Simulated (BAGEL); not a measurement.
**CH3Cl3Si (methyltrichlorosilane): a chain of runs**

We compute the energy (HF/6-31G*), then the energy (NEVPT2(2,2)/6-31G*) of CH3Cl3Si (methyltrichlorosilane). 

The calculation is run with BAGEL 1.2.2.

2 further runs of the same task are left out: 2 set aside as unsound or not needed.

### 1 The structure to begin with

The species is CH3Cl3Si (8 atoms), meant as a singlet with charge 0. SMILES: `C[Si](Cl)(Cl)Cl`. One bond was lengthened or shortened from a relaxed shape.

Bond lengths: C1–Si2 1.841 Å, Si2–Cl3 2.039 Å, Si2–Cl4 2.039 Å, Si2–Cl5 2.039 Å, C1–H6 1.092 Å, C1–H7 1.092 Å, C1–H8 1.256 Å. Some angles: C1–Si2–Cl3 110.7°, C1–Si2–Cl4 110.7°, C1–Si2–Cl5 110.6°, Cl3–Si2–Cl4 108.3°, Cl3–Si2–Cl5 108.3°, Cl4–Si2–Cl5 108.3°, Si2–C1–H6 110.0°, Si2–C1–H7 110.0°, Si2–C1–H8 110.0°, H6–C1–H7 109.0°.

### 2 A single-point energy at HF/6-31G(d) (density fitting with svp-jkfit, spherical functions) (run 1)

hf.json

```json
{ "bagel" : [

{
  "title" : "molecule",
  "basis" : "6-31gs.json",
  "df_basis" : "svp-jkfit",
  "angstrom" : false,
  "geometry" : [
    { "atom" : "C", "xyz" : [    -1.10716786,    -0.65724675,     1.37455466 ] },
    { "atom" : "Si", "xyz" : [     1.34531870,     0.24509748,    -0.92108464 ] },
    { "atom" : "Cl", "xyz" : [     4.73076306,    -1.33830404,     0.01451877 ] },
    { "atom" : "Cl", "xyz" : [     0.39478646,    -0.94051669,    -4.46148653 ] },
    { "atom" : "Cl", "xyz" : [     1.78430208,     4.07198185,    -1.00631129 ] },
    { "atom" : "H", "xyz" : [    -1.32562020,    -2.70873343,     1.40233363 ] },
    { "atom" : "H", "xyz" : [    -0.57691071,    -0.01341706,     3.26182414 ] },
    { "atom" : "H", "xyz" : [    -3.17965318,     0.33108002,     0.77629949 ] }
  ]
},

{
  "title" : "hf"
},

{
  "title" : "print",
  "file" : "orbitals.molden",
  "orbitals" : true
}

]}
```

The basis set 6-31G* is read from a file made from the Basis Set Exchange's data (not shown).

On the command line:

```
BAGEL_NUM_THREADS=1 BAGEL hf.json > hf.out
```

Log:

```text
* using 1 threads per process

  ===============================================================
  ===============================================================

  *** Geometry ***

  { "atom" : "C", "xyz" : [     -1.107168,     -0.657247,      1.374555 ] },
  { "atom" : "Si", "xyz" : [      1.345319,      0.245097,     -0.921085 ] },
  { "atom" : "Cl", "xyz" : [      4.730763,     -1.338304,      0.014519 ] },
  { "atom" : "Cl", "xyz" : [      0.394786,     -0.940517,     -4.461487 ] },
  { "atom" : "Cl", "xyz" : [      1.784302,      4.071982,     -1.006311 ] },
  { "atom" : "H", "xyz" : [     -1.325620,     -2.708733,      1.402334 ] },
  { "atom" : "H", "xyz" : [     -0.576911,     -0.013417,      3.261824 ] },
  { "atom" : "H", "xyz" : [     -3.179653,      0.331080,      0.776299 ] },

  Number of auxiliary basis functions:      641

  Since a DF basis is specified, we compute 2- and 3-index integrals:
    o Being stored without compression. Storage requirement is 0.043 GB

  Number of basis functions:       92
  Number of electrons      :       74

    * METHOD: MOLECULE                             0.52

  *** RHF ***

  === Nuclear Repulsion ===
   439.5738889684

      * DIIS with orbital gradients will be used.

  === RHF iteration (6-31gs.json) ===
      0      -1707.01738854          0.01029152           0.24
      1      -1707.11003788          0.00479374           0.22
      2      -1707.12840562          0.00092990           0.22
      3      -1707.12940854          0.00019371           0.23
      4      -1707.12945133          0.00004892           0.22
      5      -1707.12945485          0.00001448           0.22
      6      -1707.12945518          0.00000390           0.22
      7      -1707.12945521          0.00000102           0.22
      8      -1707.12945521          0.00000020           0.23
      9      -1707.12945521          0.00000007           0.22
     10      -1707.12945521          0.00000002           0.22
     11      -1707.12945521          0.00000000           0.22
    * SCF iteration converged.

    * Permanent dipole moment:
           (    0.654697,     0.265510,    -0.647995) a.u.

    * METHOD: HF                                   3.09

    * METHOD: PRINT                                0.02

  ===============================================================
```

It took 3.9 s on 1 thread of Arm Neoverse V1, shared host; peak memory 0.18 GiB.

### 3 A single-point energy at NEVPT2(2,2)/6-31G(d) (density fitting with svp-jkfit, spherical functions) (run 2)

input.json

```json
{ "bagel": [

{
  "title": "molecule",
  "basis": "6-31gs.json",
  "df_basis": "svp-jkfit",
  "geometry": [
    { "atom": "C", "xyz": [    -1.10716786,    -0.65724675,     1.37455466 ] },
    { "atom": "Si", "xyz": [     1.34531870,     0.24509748,    -0.92108464 ] },
    { "atom": "Cl", "xyz": [     4.73076306,    -1.33830404,     0.01451877 ] },
    { "atom": "Cl", "xyz": [     0.39478646,    -0.94051669,    -4.46148653 ] },
    { "atom": "Cl", "xyz": [     1.78430208,     4.07198185,    -1.00631129 ] },
    { "atom": "H", "xyz": [    -1.32562020,    -2.70873343,     1.40233363 ] },
    { "atom": "H", "xyz": [    -0.57691071,    -0.01341706,     3.26182414 ] },
    { "atom": "H", "xyz": [    -3.17965318,     0.33108002,     0.77629949 ] }
  ]
},

{ "title": "hf" },

{ "title": "casscf", "nstate": 1, "nact": 2, "nclosed": 36, "active": [31, 42], "maxiter": 200, "natocc": "true" },

{ "title": "nevpt2", "nstate": 1, "nact": 2, "nclosed": 36, "active": [31, 42], "maxiter": 200, "natocc": "true", "ncore": 21 },

{ "title": "print", "file": "orbitals.molden", "orbitals": "true" }

]}
```

The basis set 6-31G* is read from a file made from the Basis Set Exchange's data (not shown).

On the command line:

```
BAGEL_NUM_THREADS=1 BAGEL input.json > input.out
```

Log:

```text
* using 1 threads per process

  ===============================================================
  ===============================================================

  *** Geometry ***

  { "atom" : "C", "xyz" : [     -1.107168,     -0.657247,      1.374555 ] },
  { "atom" : "Si", "xyz" : [      1.345319,      0.245097,     -0.921085 ] },
  { "atom" : "Cl", "xyz" : [      4.730763,     -1.338304,      0.014519 ] },
  { "atom" : "Cl", "xyz" : [      0.394786,     -0.940517,     -4.461487 ] },
  { "atom" : "Cl", "xyz" : [      1.784302,      4.071982,     -1.006311 ] },
  { "atom" : "H", "xyz" : [     -1.325620,     -2.708733,      1.402334 ] },
  { "atom" : "H", "xyz" : [     -0.576911,     -0.013417,      3.261824 ] },
  { "atom" : "H", "xyz" : [     -3.179653,      0.331080,      0.776299 ] },

  Number of auxiliary basis functions:      641

  Since a DF basis is specified, we compute 2- and 3-index integrals:
    o Being stored without compression. Storage requirement is 0.043 GB

  Number of basis functions:       92
  Number of electrons      :       74

    * METHOD: MOLECULE                             0.53

  *** RHF ***

  === Nuclear Repulsion ===
   439.5738889684

      * DIIS with orbital gradients will be used.

  === RHF iteration (6-31gs.json) ===
      0      -1707.01738854          0.01029152           0.23
      1      -1707.11003788          0.00479374           0.23
      2      -1707.12840562          0.00092990           0.22
      3      -1707.12940854          0.00019371           0.23
      4      -1707.12945133          0.00004892           0.23
      5      -1707.12945485          0.00001448           0.23
      6      -1707.12945518          0.00000390           0.24
      7      -1707.12945521          0.00000102           0.24
      8      -1707.12945521          0.00000020           0.23
      9      -1707.12945521          0.00000007           0.24
     10      -1707.12945521          0.00000002           0.23
     11      -1707.12945521          0.00000000           0.23
    * SCF iteration converged.

    * Permanent dipole moment:
           (    0.654697,     0.265510,    -0.647995) a.u.

    * METHOD: HF                                   3.14

  ---------------------------
      CASSCF calculation
  ---------------------------

    ==== Active orbitals : =====
         Orbital 31
         Orbital 42
    ============================

    * nstate   :      1
    * nclosed  :     36
    * nact     :      2
    * nvirt    :     54
  === CASSCF iteration (6-31gs.json) ===

    * Using the second-order algorithm

      0  0     -1707.13020170     1.36e-04      0.05

      1  0     -1707.14481113     9.98e-04      0.89

      2  0     -1707.14780888     4.17e-04      1.09

      3  0     -1707.14935886     1.04e-04      1.05

      4  0     -1707.14941336     2.24e-05      1.12

      5  0     -1707.14941461     3.62e-06      1.08

      6  0     -1707.14941463     5.50e-07      1.10

      7  0     -1707.14941463     8.81e-08      1.08

      8  0     -1707.14941463     1.58e-08      0.98

      9  0     -1707.14941463     3.23e-09      0.91

    * Second-order optimization converged. *

     guess   0:   closed 1.                   open ..

  === FCI iteration ===

      0  0     -1707.12916789     8.39e-02      0.00
      1  0     -1707.14940829     1.16e-03      0.00
      2  0 *   -1707.14941463     6.82e-16      0.00

     * ci vector, state   0, <S^2> = 0.0000
       2.     0.9928022907
       .2    -0.1197648182

    * METHOD: CASSCF                               9.85

    * freezing 21 orbitals

  === DF-NEVPT2 calculation ===

    * 3-index integral transformation done
    * assembly done

      NEVPT2 correlation energy:   -0.5724809763      0.22

          (+0)     -0.5252423204
          (+0)'    -0.0151349113
          (+1)     -0.0038545488
          (+1)'    -0.0000000000
          (+2)     -0.0002312002
          (-1)     -0.0232189271
          (-1)'     0.0000000000
          (-2)     -0.0047990685

      NEVPT2 total energy:       -1707.7218956095

    * METHOD: NEVPT2                               0.58

    * METHOD: PRINT                                0.02

  ===============================================================
```

Run time: 14 s. Hardware: 1 thread of Arm Neoverse V1, shared host; peak memory 0.2 GiB.

### 4 What came out

```
                               quantity           value
         run 1, HF/6-31G*: total energy  -1707.12946 Eh
        run 1, HF/6-31G*: dipole moment          2.44 D
          run 1, HF/6-31G*: HOMO energy       -12.59 eV
          run 1, HF/6-31G*: LUMO energy         4.22 eV
        run 1, HF/6-31G*: HOMO–LUMO gap        16.81 eV
run 2, NEVPT2(2,2)/6-31G*: total energy  -1707.72190 Eh
```
